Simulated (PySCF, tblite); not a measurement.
# C6H8AlNS: infrared bands, NMR shifts and electronic excitations in gas and solvents

Aim: compute the infrared bands, NMR shifts and electronic excitations of C6H8AlNS (`CC#[N+][AlH2-][c]1cccs1`), and see what a dielectric continuum does where one was used.

Programs: tblite 0.8.0 and PySCF 2.14.0, with density-fitted response routines of our own. Each step states its level of theory. These are calculated values for one molecule, in the gas phase or a continuum, unless marked as measured. Atoms are numbered from 0 throughout.

## Step 1: Starting geometry

17 atoms, charge 0, multiplicity 1; geometry from: force field or distance geometry start.

Bonds of the start (Å): C0–C1 1.45, C1–N2 1.17, N2–Al3 1.85, Al3–C4 1.96, C4–C5 1.39, C5–C6 1.40, C6–C7 1.39, C7–S8 1.67, S8–C4 1.68, C0–H9 1.10, C0–H10 1.11, C0–H11 1.12, Al3–H12 1.61, Al3–H13 1.60, C5–H14 1.09, C6–H15 1.07, C7–H16 1.08.

## Step 2: Geometry optimisation with GFN2-xTB

The job: settings as JSON, then the geometry in Å.

```
{"job": {"kind": "relax", "xc": "GFN2-xTB", "basis": "xTB"}, "charge": 0, "multiplicity": 1}
C      0.659900     3.693300    -1.019300
C      0.295700     2.606500    -0.123200
N      0.032600     1.732400     0.605100
Al    -0.423500     0.340700     1.740900
C     -0.590900    -1.326900     0.717900
C      0.088800    -1.643000    -0.458100
C     -0.192600    -2.920800    -0.944500
C     -1.088500    -3.622800    -0.150000
S     -1.523000    -2.653500     1.143600
H      1.486600     4.277500    -0.582000
H      0.953500     3.278300    -2.002200
H     -0.231400     4.356100    -1.153100
H     -1.817500     0.654000     2.477800
H      0.727800     0.156700     2.843900
H      0.782000    -0.958800    -0.940800
H      0.247800    -3.328900    -1.827600
H     -1.447900    -4.628800    -0.338300
```

Run with:

```console
$ OMP_NUM_THREADS=1 python probes_run.py task.json out
```

One launch serves the whole session: the jobs run in the order shown.

Standard output:

```text
step      E/eV     max force
  0    -655.73429    3.206
  1    -655.94399    6.306
  2    -656.02812    4.475
  3    -656.17135    0.804
  4    -656.19883    0.584
  5    -656.22139    0.659
  6    -656.23945    0.319
  7    -656.24710    0.219
  8    -656.25377    0.259
  9    -656.25880    0.252
 10    -656.26400    0.207
 11    -656.26871    0.196
 12    -656.27346    0.198
 13    -656.27811    0.159
 14    -656.28297    0.252
 15    -656.28785    0.289
 16    -656.29139    0.215
 17    -656.29298    0.093
 18    -656.29364    0.062
 19    -656.29408    0.052
 20    -656.29440    0.051
 21    -656.29465    0.042
 22    -656.29494    0.060
 23    -656.29532    0.067
 24    -656.29574    0.058
 25    -656.29612    0.046
 26    -656.29643    0.039
 27    -656.29670    0.045
 28    -656.29695    0.050
 29    -656.29715    0.046
 30    -656.29731    0.034
 31    -656.29747    0.036
 32    -656.29765    0.036
 33    -656.29789    0.047
 34    -656.29819    0.053
 35    -656.29851    0.043
 36    -656.29881    0.038
 37    -656.29908    0.037
 38    -656.29937    0.048
 39    -656.29967    0.046
 40    -656.29994    0.042
 41    -656.30014    0.034
 42    -656.30028    0.030
 43    -656.30043    0.035
 44    -656.30062    0.033
 45    -656.30083    0.034
 46    -656.30106    0.035
 47    -656.30137    0.049
 48    -656.30188    0.077
 49    -656.30272    0.099
 50    -656.30367    0.084
 51    -656.30429    0.059
 52    -656.30471    0.053
 53    -656.30511    0.058
 54    -656.30561    0.074
 55    -656.30633    0.071
 56    -656.30706    0.088
 57    -656.30769    0.064
 58    -656.30818    0.049
 59    -656.30861    0.043
 60    -656.30890    0.037
 61    -656.30914    0.045
 62    -656.30938    0.046
 63    -656.30972    0.046
 64    -656.31003    0.040
 65    -656.31031    0.042
 66    -656.31058    0.045
 67    -656.31098    0.049
 68    -656.31157    0.066
 69    -656.31238    0.078
 70    -656.31333    0.088
 71    -656.31453    0.141
 72    -656.31559    0.137
 73    -656.31872    0.164
 74    -656.32456    0.198
 75    -656.32741    0.098
 76    -656.32880    0.075
 77    -656.32989    0.106
 78    -656.33061    0.104
 79    -656.33135    0.100
 80    -656.33201    0.067
 81    -656.33251    0.086
 82    -656.33302    0.096
 83    -656.33336    0.055
 84    -656.33368    0.037
 85    -656.33397    0.077
 86    -656.33449    0.119
 87    -656.33522    0.138
 88    -656.33599    0.100
 89    -656.33658    0.057
 90    -656.33703    0.062
 91    -656.33739    0.074
 92    -656.33770    0.066
 93    -656.33796    0.039
 94    -656.33821    0.043
 95    -656.33849    0.070
 96    -656.33880    0.062
 97    -656.33908    0.046
 98    -656.33931    0.048
 99    -656.33953    0.037
100    -656.33971    0.043
101    -656.33982    0.022
102    -656.33989    0.021
103    -656.33996    0.025
104    -656.34005    0.025
105    -656.34015    0.078
106    -656.34027    0.031
107    -656.34039    0.023
108    -656.34058    0.027
109    -656.34075    0.032
110    -656.34114    0.037
111    -656.34154    0.041
112    -656.34195    0.049
113    -656.34236    0.043
114    -656.34279    0.043
115    -656.34319    0.040
116    -656.34343    0.027
117    -656.34355    0.023
118    -656.34363    0.020
119    -656.34372    0.021
120    -656.34379    0.020
121    -656.34386    0.020
122    -656.34391    0.019
123    -656.34395    0.013
124    -656.34398    0.010
125    -656.34400    0.009
```

Run time: 1.1 s. Hardware: 1 thread of Arm Neoverse V1, shared host; peak memory 0.18 GiB.

The steps of the relaxation: (not every step is listed)

```tsv
step	energy from step 0 (eV)	largest force (eV/Å)
0	0.0000	3.2055
1	-0.2097	6.3059
2	-0.2938	4.4746
3	-0.4371	0.8039
4	-0.4645	0.5836
5	-0.4871	0.6586
6	-0.5052	0.3187
7	-0.5128	0.2190
8	-0.5195	0.2591
19	-0.5598	0.0521
30	-0.5630	0.0340
41	-0.5659	0.0336
52	-0.5704	0.0535
63	-0.5754	0.0456
74	-0.5903	0.1979
85	-0.5997	0.0770
96	-0.6045	0.0618
107	-0.6061	0.0234
118	-0.6093	0.0198
120	-0.6095	0.0201
121	-0.6096	0.0202
122	-0.6096	0.0192
123	-0.6097	0.0134
124	-0.6097	0.0104
125	-0.6097	0.0095
```

Close pairs (by a distance rule), those that changed most:

```tsv
bond	before (Å)	after (Å)	change (Å)
Al3–S8	3.245	2.719	-0.526
N2–Al3	1.853	1.982	+0.129
C4–S8	1.676	1.763	+0.087
Al3–H13	1.605	1.554	-0.051
C7–S8	1.674	1.721	+0.048
Al3–H12	1.608	1.569	-0.039
C0–C1	1.455	1.422	-0.033
C6–C7	1.388	1.358	-0.030
```

The end geometry stands in the next job.

## Step 3: Vibrational analysis with GFN2-xTB

The job: settings as JSON, then the geometry in Å.

```
{"job": {"kind": "ir", "xc": "GFN2-xTB", "basis": "xTB"}, "charge": 0, "multiplicity": 1}
C      0.560924     3.532204    -0.913617
C      0.495921     2.552201     0.115178
N      0.465763     1.768794     0.953222
Al    -0.492285     0.269505     1.826581
C     -0.246893    -1.074006     0.397413
C      0.199546    -1.614700    -0.779467
C     -0.218787    -2.939795    -1.024428
C     -0.998296    -3.431487    -0.027381
S     -1.230370    -2.277974     1.229096
H      1.372395     4.231292    -0.710753
H      0.733559     3.041972    -1.871898
H     -0.384510     4.073420    -0.952498
H     -1.936007     0.879802     1.889047
H      0.215304    -0.034500     3.176472
H      0.825816    -1.063973    -1.464133
H      0.049111    -3.501197    -1.903974
H     -1.451794    -4.399529     0.051231
```

Standard output:

```text
mode    cm-1     km/mol
  1     -13.8      0.38
  2      21.0      3.17
  3      24.2      4.51
  4      66.5      0.32
  5      71.5      3.96
  6      78.6      0.97
  7     128.0      3.66
  8     306.6      3.05
  9     333.2     20.24
 10     367.1      0.64
 11     381.7      5.50
 12     391.4      5.94
 13     394.1      3.75
 14     479.3     80.91
 15     532.1      4.78
 16     605.6    121.52
 17     636.0    529.25
 18     706.2     12.61
 19     734.9     12.27
 20     783.5    250.39
 21     804.6      3.41
 22     818.8    104.45
 23     845.3      0.40
 24     861.5     43.62
 25     981.0     16.55
 26     985.0     16.58
 27    1016.9     30.22
 28    1068.2      0.51
 29    1087.4      4.18
 30    1185.4      7.20
 31    1315.5      4.39
 32    1354.0     55.21
 33    1387.9     20.04
 34    1390.2     21.92
 35    1426.3     12.25
 36    1531.4     20.08
 37    1673.5    276.65
 38    1740.0    235.90
 39    2366.5    217.34
 40    3011.6      1.09
 41    3012.8      0.68
 42    3015.6      2.49
 43    3079.7     37.17
 44    3101.8     58.18
 45    3155.8     16.88
```

It took 0.79 s on 1 thread of Arm Neoverse V1, shared host; peak memory 0.18 GiB.

Which atoms move in the most intense modes:

```tsv
cm⁻¹	km/mol	atoms
479	80.9	H13 28 %, H12 27 %, C4 14 %
606	121.5	S8 33 %, C5 15 %, H12 10 %, C4 10 %
636	529.2	H12 35 %, H13 32 %, Al3 16 %
784	250.4	H12 41 %, H13 40 %
819	104.5	C7 42 %, C4 19 %, S8 12 %
1674	276.6	H12 95 %
1740	235.9	H13 96 %
2366	217.3	C1 61 %, N2 38 %
```

## Step 4: Geometry optimisation at PBE0-D3(BJ)/def2-SVP

The job: settings as JSON, then the geometry in Å.

```
{"job": {"xc": "PBE0", "basis": "def2-SVP", "d3": "d3bj", "grid": 1, "shake": 0.01, "kind": "geom"}, "charge": 0, "multiplicity": 1}
C      0.581330     3.506650    -0.909440
C      0.490240     2.547670     0.113020
N      0.445560     1.766470     0.944570
Al    -0.459060     0.271760     1.823050
C     -0.249710    -1.080690     0.386860
C      0.195640    -1.609880    -0.781850
C     -0.209210    -2.941790    -1.024190
C     -0.982840    -3.426040    -0.032430
S     -1.232200    -2.272570     1.248450
H      1.369700     4.228860    -0.700730
H      0.724690     3.039050    -1.863070
H     -0.378710     4.074340    -0.945800
H     -1.964290     0.890020     1.879450
H      0.198620    -0.031740     3.183480
H      0.821370    -1.074740    -1.463870
H      0.048580    -3.487140    -1.896500
H     -1.449860    -4.388410     0.049180
```

Standard output:

```text
step   0  E = -927.79200658  max force = 0.035663
step   1  E = -927.80637710  max force = 0.019244
step   2  E = -927.81296580  max force = 0.022729
step   3  E = -927.81644343  max force = 0.013918
step   4  E = -927.81723153  max force = 0.012584
step   5  E = -927.81780453  max force = 0.007436
step   6  E = -927.81844759  max force = 0.003805
step   7  E = -927.81870015  max force = 0.003177
step   8  E = -927.81926830  max force = 0.003544
step   9  E = -927.81937901  max force = 0.001709
step  10  E = -927.81942655  max force = 0.000877
step  11  E = -927.81944317  max force = 0.000416
step  12  E = -927.81947374  max force = 0.001177
step  13  E = -927.81955179  max force = 0.003124
step  14  E = -927.81960507  max force = 0.001893
step  15  E = -927.81966457  max force = 0.003377
step  16  E = -927.81975820  max force = 0.003448
step  17  E = -927.81995513  max force = 0.001855
step  18  E = -927.82049448  max force = 0.005676
step  19  E = -927.82062806  max force = 0.002549
step  20  E = -927.82075116  max force = 0.005546
step  21  E = -927.82094112  max force = 0.003586
step  22  E = -927.82125836  max force = 0.002496
step  23  E = -927.82188052  max force = 0.007987
step  24  E = -927.82230552  max force = 0.009632
step  25  E = -927.82281593  max force = 0.005284
step  26  E = -927.82310206  max force = 0.001970
step  27  E = -927.82313227  max force = 0.001405
step  28  E = -927.82316485  max force = 0.000577
step  29  E = -927.82317614  max force = 0.000420
optimisation converged
```

Run time: 8.1 min. Hardware: 1 thread of Arm Neoverse V1, shared host; peak memory 0.83 GiB.

Relaxation path:

```tsv
step	energy from step 0 (eV)	largest force component (eV/Å)
0	0.0000	1.8339
1	-0.3910	0.9896
2	-0.5703	1.1688
3	-0.6650	0.7157
4	-0.6864	0.6471
5	-0.7020	0.3824
6	-0.7195	0.1957
7	-0.7264	0.1634
8	-0.7418	0.1822
9	-0.7448	0.0879
10	-0.7461	0.0451
11	-0.7466	0.0214
12	-0.7474	0.0605
13	-0.7495	0.1606
14	-0.7510	0.0973
15	-0.7526	0.1737
16	-0.7552	0.1773
17	-0.7605	0.0954
18	-0.7752	0.2919
19	-0.7788	0.1311
20	-0.7822	0.2852
21	-0.7873	0.1844
22	-0.7960	0.1283
23	-0.8129	0.4107
24	-0.8245	0.4953
25	-0.8384	0.2717
26	-0.8462	0.1013
27	-0.8470	0.0722
28	-0.8479	0.0297
29	-0.8482	0.0216
```

Close pairs (by a distance rule), those that changed most:

```tsv
bond	before (Å)	after (Å)	change (Å)
Al3–S8	2.721	3.251	+0.531
N2–Al3	1.956	2.040	+0.085
Al3–H13	1.541	1.599	+0.058
C0–C1	1.405	1.445	+0.040
C4–S8	1.769	1.730	-0.039
C6–H15	1.061	1.092	+0.031
Al3–H12	1.628	1.599	-0.029
C0–H10	1.072	1.100	+0.028
```

The next job starts from the end point, and lists it.

```tsv
at the end point	value
point group (found at 0.08 Å tolerance)	C1
rotational constants (GHz, main isotopes)	1.860, 0.626, 0.563
dipole moment (D)	8.27
```

## Step 5: Shielding tensors: PBE0/pcSseg-1

The job: settings as JSON, then the geometry in Å.

```
{"job": {"kind": "nmr", "xc": "PBE0", "basis": "pcSseg-1"}, "charge": 0, "multiplicity": 1}
C      0.319483     3.530238    -1.141553
C      0.125321     2.547361    -0.100278
N     -0.034914     1.757219     0.721385
Al    -0.349342     0.225802     2.032111
C     -0.472132    -1.243443     0.723036
C      0.493614    -2.170757     0.373704
C      0.092152    -3.088448    -0.637342
C     -1.191184    -2.859796    -1.065998
S     -1.888903    -1.537637    -0.224363
H      1.314676     3.986576    -1.042810
H      0.240758     3.043101    -2.124135
H     -0.448291     4.313050    -1.062062
H     -1.713037     0.733056     2.695724
H      1.013559     0.265642     2.868129
H      1.480037    -2.191882     0.843438
H      0.722758    -3.888778    -1.029098
H     -1.754663    -3.409376    -1.819721
```

Method: GIAO PBE0/pcSseg-1 NMR shielding, non-relativistic, gas phase.

Standard output:

```text
coarse grid: 15792 points
cycle   1  E = -928.0265067217  dE =  1.162e+00  |g| = 5.099e-01  |ddm| = 3.974e+00
cycle   2  E = -927.8621793663  dE =  1.643e-01  |g| = 1.007e+00  |ddm| = 1.200e+00
cycle   3  E = -928.0954333085  dE = -2.333e-01  |g| = 1.522e-01  |ddm| = 7.511e-01
cycle   4  E = -928.0997068288  dE = -4.274e-03  |g| = 6.597e-02  |ddm| = 1.465e-01
cycle   5  E = -928.1006912192  dE = -9.844e-04  |g| = 2.105e-02  |ddm| = 8.471e-02
cycle   6  E = -928.1008104624  dE = -1.192e-04  |g| = 6.454e-03  |ddm| = 3.082e-02
cycle   7  E = -928.1008206692  dE = -1.021e-05  |g| = 1.925e-03  |ddm| = 7.176e-03
cycle   8  E = -928.1008215415  dE = -8.723e-07  |g| = 4.220e-04  |ddm| = 1.903e-03
final grid: 144856 points
cycle   9  E = -928.1552364701  dE = -2.112e-05  |g| = 9.058e-03  |ddm| = 3.065e-02
cycle  10  E = -928.1552108903  dE =  2.558e-05  |g| = 1.310e-02  |ddm| = 2.160e-02
cycle  11  E = -928.1552570612  dE = -4.617e-05  |g| = 1.814e-03  |ddm| = 1.549e-02
cycle  12  E = -928.1552579890  dE = -9.279e-07  |g| = 3.519e-04  |ddm| = 2.168e-03
cycle  13  E = -928.1552580179  dE = -2.885e-08  |g| = 1.110e-04  |ddm| = 4.053e-04
cycle  14  E = -928.1552580206  dE = -2.760e-09  |g| = 4.083e-05  |ddm| = 1.223e-04
cycle  15  E = -928.1552580210  dE = -3.283e-10  |g| = 2.035e-05  |ddm| = 5.012e-05
converged SCF energy = -928.1552580210

GIAO shielding tensors (ppm)
atom      isotropic    diamagn.    paramagn.     s11        s22        s33       span
  0 C      183.018     249.475     -66.457    174.363    174.713    199.979     25.616
  1 C       57.459     271.298    -213.839    -46.923    -44.036    263.337    310.260
  2 N       21.465     336.951    -315.486   -131.842   -128.377    324.613    456.456
  3 Al     440.618     795.966    -355.347    403.741    442.995    475.118     71.377
  4 C       32.795     258.588    -225.793    -53.969    -10.610    162.965    216.934
  5 C       41.454     251.461    -210.007    -51.179     36.460    139.080    190.258
  6 C       52.349     256.030    -203.681    -33.940     42.001    148.986    182.926
  7 C       45.181     264.743    -219.562    -48.975     41.671    142.845    191.820
  8 S      239.125    1058.589    -819.464     96.946    242.462    377.967    281.021
  9 H       29.147      25.598       3.549     24.282     26.753     36.407     12.124
 10 H       29.152      29.974      -0.822     24.003     28.051     35.403     11.400
 11 H       29.096      24.433       4.663     24.343     26.710     36.234     11.891
 12 H       27.014      28.846      -1.832     24.531     25.196     31.314      6.783
 13 H       26.960      29.563      -2.603     24.096     25.314     31.470      7.374
 14 H       23.779      32.546      -8.767     20.371     23.611     27.355      6.984
 15 H       24.052      30.307      -6.255     21.099     24.212     26.846      5.747
 16 H       23.840      31.093      -7.253     21.281     23.422     26.817      5.535
```

Run time: 36 s. Hardware: 1 thread of Arm Neoverse V1, shared host; peak memory 0.89 GiB.

Shifts follow as δ = σ(reference) − σ, with reference shieldings (ppm) from runs at the same level and on the same kind of geometry: 1H TMS 31.27, 13C TMS 184.4, 15N NH3 265.7, 33S CS2 496, 27Al AlH4- 489.3. The references are single molecules in the gas phase, so shifts against H2O, NH3, PH3, H3PO4 or CFCl3 are not on the usual liquid scales and can be off by tens of ppm. Shifts against hydride references such as AlH4− lie on their own scale. Atoms listed in one row are averaged.

```tsv
atoms	environment	σ (ppm)	δ (ppm)
C4	substituted aromatic carbon next to the ring sulfur	32.8	151.6
C5	aromatic CH	41.5	143.0
C7	aromatic CH next to the ring sulfur	45.2	139.2
C6	aromatic CH	52.3	132.1
C1	nitrilium-type carbon	57.5	126.9
C0	methyl carbon α to a nitrile	183.0	1.4
H14	hydrogen on an aromatic CH	23.78	7.49
H16	hydrogen on an aromatic CH next to the ring sulfur	23.84	7.43
H15	hydrogen on an aromatic CH	24.05	7.21
H12, H13	hydrogen on an aluminium bonded to C, N	26.99	4.28
H9, H10, H11	hydrogen on a methyl carbon α to a nitrile	29.13	2.14
N2	donor nitrogen of a Lewis adduct	21.5	244.2
Al3	aluminium bonded to C, N, 2 H	440.6	48.7
S8	aromatic ring sulfur	239	257
```

The run also stored atomic charges by several schemes (e):

```tsv
atoms	Mulliken	IAO	Hirshfeld	ESP fit
C0	-0.21	-0.45	-0.06	-0.57
C1	0.23	0.26	0.19	0.52
N2	-0.43	-0.16	-0.08	-0.38
Al3	0.82	0.57	0.31	0.66
C4	-0.56	-0.49	-0.19	-0.24
C5	-0.07	-0.17	-0.08	-0.09
C6	-0.07	-0.19	-0.08	-0.27
C7	-0.29	-0.33	-0.10	-0.19
S8	0.23	0.34	0.07	-0.02
```

Mayer bond orders: C0–C1 1.06, C1–N2 2.74, N2–Al3 0.34, Al3–C4 0.71, C4–C5 1.57, C5–C6 1.28, C6–C7 1.56, C7–S8 1.18, S8–C4 1.17.

Ring of atoms C4, C5, C6, C7, S8: NICS(0) -13.1, NICS(1) -12.3, NICS(1)zz -30.2 ppm (means of both faces).

## Step 6: TDDFT and polarisability: CAM-B3LYP/def2-SVPD

Same as in step 5 but for these lines:

```diff
@@ -1,2 +1,2 @@
-{"job": {"kind": "nmr", "xc": "PBE0", "basis": "pcSseg-1"}, "charge": 0, "multiplicity": 1}
+{"job": {"kind": "uv", "xc": "CAM-B3LYP", "basis": "def2-SVPD", "ip": true, "dynamic": false}, "charge": 0, "multiplicity": 1}
 C      0.319483     3.530238    -1.141553
```

Method: TDDFT CAM-B3LYP/def2-SVPD, vertical, gas phase, core orbitals frozen in the response.

Standard output:

```text
coarse grid: 15792 points
cycle   1  E = -928.0658409679  dE =  1.278e+00  |g| = 5.054e-01  |ddm| = 6.900e+00
cycle   2  E = -927.9914738272  dE =  7.437e-02  |g| = 8.377e-01  |ddm| = 1.636e+00
cycle   3  E = -928.1438362278  dE = -1.524e-01  |g| = 7.750e-02  |ddm| = 9.633e-01
cycle   4  E = -928.1448756952  dE = -1.039e-03  |g| = 4.997e-02  |ddm| = 2.167e-01
cycle   5  E = -928.1454819966  dE = -6.063e-04  |g| = 1.249e-02  |ddm| = 1.221e-01
cycle   6  E = -928.1455261464  dE = -4.415e-05  |g| = 3.796e-03  |ddm| = 3.610e-02
cycle   7  E = -928.1455302623  dE = -4.116e-06  |g| = 1.183e-03  |ddm| = 9.420e-03
final grid: 144856 points
cycle   8  E = -928.2718656878  dE = -2.797e-05  |g| = 3.627e-03  |ddm| = 9.507e-02
cycle   9  E = -928.2718653334  dE =  3.545e-07  |g| = 3.860e-03  |ddm| = 1.497e-02
cycle  10  E = -928.2718691893  dE = -3.856e-06  |g| = 5.919e-04  |ddm| = 8.614e-03
cycle  11  E = -928.2718692651  dE = -7.580e-08  |g| = 2.773e-04  |ddm| = 1.325e-03
cycle  12  E = -928.2718692802  dE = -1.509e-08  |g| = 1.009e-04  |ddm| = 4.837e-04
cycle  13  E = -928.2718692827  dE = -2.540e-09  |g| = 2.615e-05  |ddm| = 2.147e-04
cycle  14  E = -928.2718692829  dE = -1.608e-10  |g| = 9.868e-06  |ddm| = 5.276e-05
converged SCF energy = -928.2718692829

Static polarisability (au): isotropic 123.305, principal 109.356 120.644 139.914

Singlet excitations
state   eV       nm        f      main configurations
  1   5.3467    231.9   0.13350   H->L 0.74, H->L+3 0.19
  2   5.5389    223.8   0.00942   H->L+1 0.80
  3   5.6508    219.4   0.05117   H-1->L+3 0.36, H-1->L 0.35, H->L+1 0.14
  4   5.7475    215.7   0.05726   H->L+3 0.70, H->L 0.19
  5   5.9054    210.0   0.00519   H->L+2 0.83
  6   6.0656    204.4   0.01506   H-1->L+1 0.46, H-2->L 0.20, H-1->L 0.20
  7   6.1052    203.1   0.00656   H-2->L 0.55, H-1->L+1 0.36
  8   6.1734    200.8   0.00669   H-1->L 0.33, H-1->L+3 0.24, H-2->L 0.18
  9   6.2550    198.2   0.01891   H-2->L+1 0.45, H-3->L 0.28, H-3->L+3 0.12
 10   6.3056    196.6   0.00282   H-1->L+2 0.74

Triplet excitations (Tamm-Dancoff, eV): 3.6509 4.4645 5.4016 5.5302
Vertical ionisation energy (delta-SCF) = 8.0657 eV
```

Run time: 4 min. Hardware: 1 thread of Arm Neoverse V1, shared host; peak memory 1.2 GiB.

The orbitals next to the gap, with their largest atomic shares:

```tsv
orbital	eV	atoms
HOMO−3	-9.07	C4 31 %, Al3 26 %, H12 12 %
HOMO−2	-8.75	Al3 36 %, H13 28 %, H12 26 %
HOMO−1	-7.88	S8 43 %, C6 20 %, C5 17 %
HOMO	-7.48	C4 29 %, C7 26 %, C5 17 %
LUMO	0.15	N2 33 %, C1 31 %, C0 13 %
LUMO+1	0.21	N2 35 %, C1 33 %, C0 14 %
LUMO+2	0.24	C0 35 %, C1 21 %, H11 10 %
```

With each of the 10 states as a Gaussian band of 0.4 eV half-width at 1/e, the curve within the window shown has maxima at 225 nm (ε 8,700) L/(mol cm). Beyond the last state computed it falls off for lack of states. The curve at chosen wavelengths:

(nm, ε (L/mol/cm)): (188, 699), (191, 1151), (194, 1706), (197, 2335), (200, 3020), (203, 3763), (206, 4571), (208, 5143), (211, 6027), (214, 6891), (217, 7658), (220, 8247), (223, 8590), (226, 8639), (229, 8381), (232, 7834), (235, 7052), (238, 6112), (241, 5102), (243, 4431), (246, 3480), (249, 2640), (252, 1937), (255, 1377), (258, 950), (261, 637)

Further results of this job:

```tsv
property	computed
dipole moment (D)	8.30
polarisability (Å³)	18.27
HOMO–LUMO gap (eV)	7.63
−ε(HOMO) (eV)	7.48
```

(Part 1 of 2 ends here.)
